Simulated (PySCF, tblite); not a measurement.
# C₅H₄FN₂−: geometry, infrared bands and NMR shifts

What infrared bands and NMR shifts should C₅H₄FN₂− (`F/C=C/c1cnc[n-]1`) show?

The runs use tblite 0.8.0 and PySCF 2.14.0, with density-fitted response routines of our own; the level of theory stands in each step. All values are computed, except where a source is named. Atoms count from 0, in the outputs and in this text.

### 1 The starting structure

12 atoms, charge -1, multiplicity 1; geometry from: force field or distance geometry start.

Bonds of the start (Å): F0–C1 1.36, C1–C2 1.36, C2–C3 1.47, C3–C4 1.41, C4–N5 1.35, N5–C6 1.36, C6–N7 1.32, N7–C3 1.33, C1–H8 1.09, C2–H9 1.09, C4–H10 1.08, C6–H11 1.09.

### 2 Relaxing the molecule with GFN2-xTB

Job settings and geometry (Å):

```
{"job": {"kind": "relax", "xc": "GFN2-xTB", "basis": "xTB"}, "charge": -1, "multiplicity": 1}
F     -3.440100     0.712100    -0.073400
C     -2.093800     0.750600    -0.257200
C     -1.317600    -0.223100     0.294700
C      0.138800    -0.173300     0.090700
C      1.055200    -1.112100     0.604600
N      2.266300    -0.693400     0.185600
C      2.164400     0.451800    -0.542700
N      0.868600     0.724800    -0.562400
H     -1.621400     1.554800    -0.825100
H     -1.782100    -1.024500     0.868000
H      0.783500    -1.976700     1.186300
H      2.979300     1.008400    -0.995200
```

Launch:

```bash
$ OMP_NUM_THREADS=1 python probes_run.py task.json out
```

This one command runs all jobs of the session in turn.

**Question.** This job is followed by: GFN2-xTB harmonic vibrations, gas phase; GIAO PBE0/pcSseg-1 NMR shielding, non-relativistic, gas phase. Predict these results of the whole session: strongest single infrared mode (GFN2-xTB); zero-point energy (GFN2-xTB); 13C shifts against TMS (PBE0/pcSseg-1); 1H shifts against TMS (PBE0/pcSseg-1); 19F shifts against CFCl3 (PBE0/pcSseg-1); 15N shifts against NH3 (PBE0/pcSseg-1).

**Answer**, as computed:

```
                                 quantity                                  value
strongest single infrared mode (GFN2-xTB)                  3036 cm⁻¹, 360 km/mol
             zero-point energy (GFN2-xTB)                          50.5 kcal/mol
   13C shifts against TMS (PBE0/pcSseg-1)  151.4, 149.0, 135.7, 132.4, 117.2 ppm
    1H shifts against TMS (PBE0/pcSseg-1)             7.85, 7.06, 6.78, 6.28 ppm
 19F shifts against CFCl3 (PBE0/pcSseg-1)                             -177.7 ppm
   15N shifts against NH3 (PBE0/pcSseg-1)                       297.1, 281.1 ppm
```

What this shows: Over 32 steps the energy fell by 0.776 eV; of the close pairs, C3–N7 changed most, 1.329 to 1.374 Å. No mode is imaginary among the 30: a minimum at this level. The strongest single mode, at 3036 cm⁻¹, moves mainly H11. Unscaled tight-binding wavenumbers are off by several per cent, some by more. Its intensities can rank the bands wrongly. NICS(1)zz of -31 ppm above the planar ring from C3 marks a diatropic (aromatic) ring current.
